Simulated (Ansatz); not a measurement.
# CsK3: the cost of one run

Computed with Ansatz 0.2.0 through its Python package. Level of theory: DFT PBEsol+D3(BJ), plane waves, PAW.

## (1) Starting point

Symmetry: Pm-3m, No. 221, cubic system. The conventional cell has a = 7.034 Å, b = 7.034 Å, c = 7.034 Å, α = 90.00°, β = 90.00°, γ = 90.00°.

No structure file is read: the coordinates are typed or built in the script.

## (2) The script

Input file csk3.py:

```python
"""Cutoff test for CsK3."""

import ansatz as az
import matplotlib.pyplot as plt

TOLERANCE = 1e-07
N_EMPTY = 8
FUNCTIONAL = "PBEsol"
VDW = "d3bj"
OCCUPATIONS = "methfessel_paxton"


def main() -> None:
    system = (
        az.Lattice.cubic(7.03429394)
        .space_group(221)
        .atom("K", [0.0, 0.5, 0.5])
        .atom("Cs", [0.0, 0.0, 0.0])
    )

    job = (
        system.calculation()
        .initial_density(normalization="cell")
        .scf(tolerance=TOLERANCE, extra_bands=N_EMPTY, lower_state_search="light")
        .kpoints(4, center="gamma")
        .eigensolver("auto", mixed_precision=False)
        .functional(FUNCTIONAL, dispersion=VDW)
        .occupations(OCCUPATIONS)
    )

    rows = []
    for value in [250, 300, 350, 400, 450, 500]:
        data = job.basis(value).run().report
        rows.append((value, data["free_energy_ev"] / len(data["lattice"]["sites"]), data["n_iterations"], data["n_pw"]))

    print(" cutoff (eV)   F/atom (eV)    iterations   plane waves")
    for row in rows:
        print(f"{str(row[0]):>12s}  {row[1]:12.5f}  {row[2]:12d}  {row[3]:12d}")

    # differences from the last row
    for row in rows[:-1]:
        shift = 1000 * (row[1] - rows[-1][1])
        print(f"{row[0]}: {shift:+.2f} meV/atom" + ("  (within 5 meV)" if abs(shift) < 5 else ""))
    plt.figure(figsize=(4.5, 3))
    plt.plot([str(row[0]) for row in rows], [1000 * (row[1] - rows[-1][1]) for row in rows], "o-")
    plt.xlabel("cutoff (eV)")
    plt.ylabel("F - F(last) (meV/atom)")
    plt.tight_layout()
    plt.savefig("ecut.png", dpi=100)


if __name__ == "__main__":
    main()
```

## (3) What the engine is handed

The package turns the script's settings into the engine's input (first run):

```yaml
crystal:
  lattice:
    bravais: cubic
    a: 7.03429394
  space_group: 221
  atoms:
    - { symbol: K, position: [0.0, 0.5, 0.5] }
    - { symbol: Cs, position: [0.0, 0.0, 0.0] }
basis:
  ecutwfc: 250.0
kpoints:
  mp_grid:
    grid: [4, 4, 4]
    shift: [0.0, 0.0, 0.0]
hamiltonian:
  xc: pbesol
  dispersion: d3bj
scf:
  n_extra_bands: 8
  convergence:
    dr2_threshold: 1.0e-07
  lower_state_search: light
  occupations:
    method: methfessel_paxton
  eigensolver:
    kind: auto
    mixed_precision: false
  initial_density:
    normalization: cell
```

## (4) Running it

On the command line:

```bash
> python csk3.py
```

Q: Estimate wall time and peak memory on 1 thread of Arm Neoverse V2, shared host.

About 18 s, with a peak of 0.61 GiB.
